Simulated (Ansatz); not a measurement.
Ta4NiO11:

```
CELL_PARAMETERS angstrom
1.95495 -14.82973 0.00000
1.95495 14.82973 0.00000
0.00000 0.00000 3.88590
ATOMIC_POSITIONS crystal
Ta 0.20437 0.79563 0.00000
Ta 0.92451 0.07549 0.00000
Ta 0.07549 0.92451 0.00000
Ta 0.79563 0.20437 0.00000
Ni 0.50000 0.50000 0.00000
O 0.13987 0.86013 0.00000
O 0.72107 0.27893 0.00000
O 0.43645 0.56355 0.00000
O 0.56355 0.43645 0.00000
O 0.00000 0.00000 0.00000
O 0.86013 0.13987 0.00000
O 0.27893 0.72107 0.00000
O 0.92790 0.07210 0.50000
O 0.07210 0.92790 0.50000
O 0.79436 0.20564 0.50000
O 0.20564 0.79436 0.50000
```

The cell was built by a generator and needn't be a form met in nature.

Base run:

```yaml
Program: Ansatz 0.2.0
Functional: PBEsol
Potentials_or_basis: Ansatz PAW
Cutoff: "420 eV (not typed: the program's choice for these potentials)"
k_mesh: 7 × 7 × 7
Occupations: fermi-dirac, width 0.05 eV
Spin: collinear spin, ferromagnetic start
Starting_moments: "[0.0, 0.0, 0.0, 0.0, 1.0, 0.0, 0.0, 0.0, 0.0, 0.0, 0.0, 0.0, 0.0, 0.0, 0.0, 0.0] μB"
```

Its results: band gap on the k mesh none (metal or under the smearing width); pressure -5.1 GPa; net moment 0.85 μB per cell; site moments Ta -0.00; Ni +0.67; O -0.00, +0.01, +0.10, +0.00 μB; largest force 0.151 eV/Å.

Q: The run is repeated on the same cell with these changes: functional from PBEsol to HSE06; k mesh from 7 × 7 × 7 to 3 × 3 × 3. What comes out?

A: Band gap on the k mesh none (metal or under the smearing width); pressure -5.8 GPa; net moment 0.67 μB per cell; site moments Ta -0.00; Ni +0.64; O -0.00, +0.00, -0.01, +0.02 μB; largest force 0.487 eV/Å.

Several settings changed at once, so the effect can't be laid on one alone.

Caveats: some runs use coarse meshes; a cell with one magnetic atom can't hold antiferromagnetic order, which such compounds often take; the PAW data sets come from PBE, with cores solved anew for the run's functional, which leaves a small shift of forces and pressure; spin-orbit coupling is left out, which moves the levels of the heavy elements (some runs); semilocal functionals often make such compounds metallic where correlation or magnetic order opens a gap, which also shifts bond lengths (some runs); the magnetic or orbital state may not be the lowest (some runs); the thresholds are loose for stress (some runs).
